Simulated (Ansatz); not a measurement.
# Au (hcp type): a relaxation

Wanted: a converged relaxation for Au (hcp type), and a check of what comes out. The structure is shown as the input types it.

Method: DFT, PBEsol, PAW with Ansatz's default frozen-core files, scalar-relativistic, in Ansatz 0.2.0.

1 further run of the same task is left out (it didn't finish).

**1. The system as given**

Symmetry: P6_3/mmc, No. 194, hexagonal system. Conventional cell: a = 2.516 Å, b = 2.516 Å, c = 4.226 Å, α = 90.00°, β = 90.00°, γ = 120.00°. Au (site symmetry -6m2) is surrounded by 12 Au at 2.52 to 2.56 Å.

As a file:

```cif
data_structure
_symmetry_space_group_name_H-M 'P6_3/mmc'
_symmetry_Int_Tables_number 194
_cell_length_a 2.5160
_cell_length_b 2.5160
_cell_length_c 4.2264
_cell_angle_alpha 90.000
_cell_angle_beta 90.000
_cell_angle_gamma 120.000
_cell_volume 23.17
loop_
_atom_site_label
_atom_site_type_symbol
_atom_site_symmetry_multiplicity
_atom_site_Wyckoff_symbol
_atom_site_fract_x
_atom_site_fract_y
_atom_site_fract_z
_atom_site_occupancy
Au1 Au 2 c 0.33333 0.66667 0.25000 1
```

**2. The calculation**

input.yaml reads:

```yaml
crystal:
  lattice:
    - [2.515971158, 0.0, 0.0]
    - [-1.257985579, 2.178894938, 0.0]
    - [0.0, 0.0, 4.2263861488]
  atoms:
    - { symbol: Au, position: [0.3333333333, 0.6666666667, 0.25] }
    - { symbol: Au, position: [0.6666666667, 0.3333333333, 0.75] }
kpoints:
  mp_grid: { grid: [1, 1, 1] }
scf:
  occupations: { method: fermi_dirac, width: 0.05 }
  max_iter: 50
hamiltonian:
  xc: pbesol
  pseudopotentials: { kind: paw }
output:
  forces: true
  stress: true
relax:
  f_tol: 0.005
  max_steps: 30
  cell: { stress_tol: 0.23, fix: [volume] }
```

Started as:

```sh
ansatz run input.yaml --threads 1 --pin off --max-ram 2048MiB --backend cpu --events-out ev --progress --plain --runs-dir out
```

**Question.** How will this run end, and is anything wrong with its input?

The program finished normally. It gives a pressure of 152 GPa, which is large; a structure far from rest gives such values too, whatever the setting.

The suspect setting: kpoints.mp_grid.grid is [1, 1, 1]. The zone is sampled at a single point, which suits only large cells or molecules.

The test: set kpoints.mp_grid.grid to [15, 15, 8].
